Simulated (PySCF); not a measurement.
# GeH8OSi2: the cost of one run

The runs use PySCF 2.14.0, with density-fitted response routines of our own; the level of theory stands in each step. All values are computed, except where a source is named. Atoms are numbered from 0 throughout.

## Step 1: Starting geometry

12 atoms, charge 0, multiplicity 1; geometry from: GFN2-xTB.

Bonds of the start (Å): Si0–O1 1.62, O1–Si2 1.61, Si2–Ge3 2.33, Si0–H4 1.46, Si0–H5 1.46, Si0–H6 1.46, Si2–H7 1.46, Si2–H8 1.47, Ge3–H9 1.50, Ge3–H10 1.50, Ge3–H11 1.50.

## Step 2: Ultraviolet spectrum: PBE0/def2-SVPD

Job settings and geometry (Å):

```
{"job": {"kind": "uv", "xc": "PBE0", "basis": "def2-SVPD", "nstates": 8, "ntriplets": 3}, "charge": 0, "multiplicity": 1}
Si    -2.390604     0.454162     0.248010
O     -0.970759    -0.301395     0.060923
Si     0.435327    -1.065943     0.274999
Ge     2.187525     0.394101    -0.205016
H     -3.306494    -0.502467     0.865888
H     -2.154647     1.612385     1.108520
H     -2.792685     0.826496    -1.105263
H      0.395241    -2.207052    -0.641231
H      0.484792    -1.533485     1.662706
H      2.423234     1.527727     0.753912
H      2.167411     1.089558    -1.536465
H      3.522856    -0.294773    -0.218850
```

Method: TDDFT PBE0/def2-SVPD, vertical, gas phase, core orbitals frozen in the response.

The run is started by

```sh
> OMP_NUM_THREADS=1 python probes_run.py task.json out
```

The driver reads the jobs from task.json and runs them one after another.

Q: Estimate the wall time and peak memory of this first job on 1 thread of Intel Xeon at 2.50GHz, shared host.

About 52 s, with a peak of 0.65 GiB.
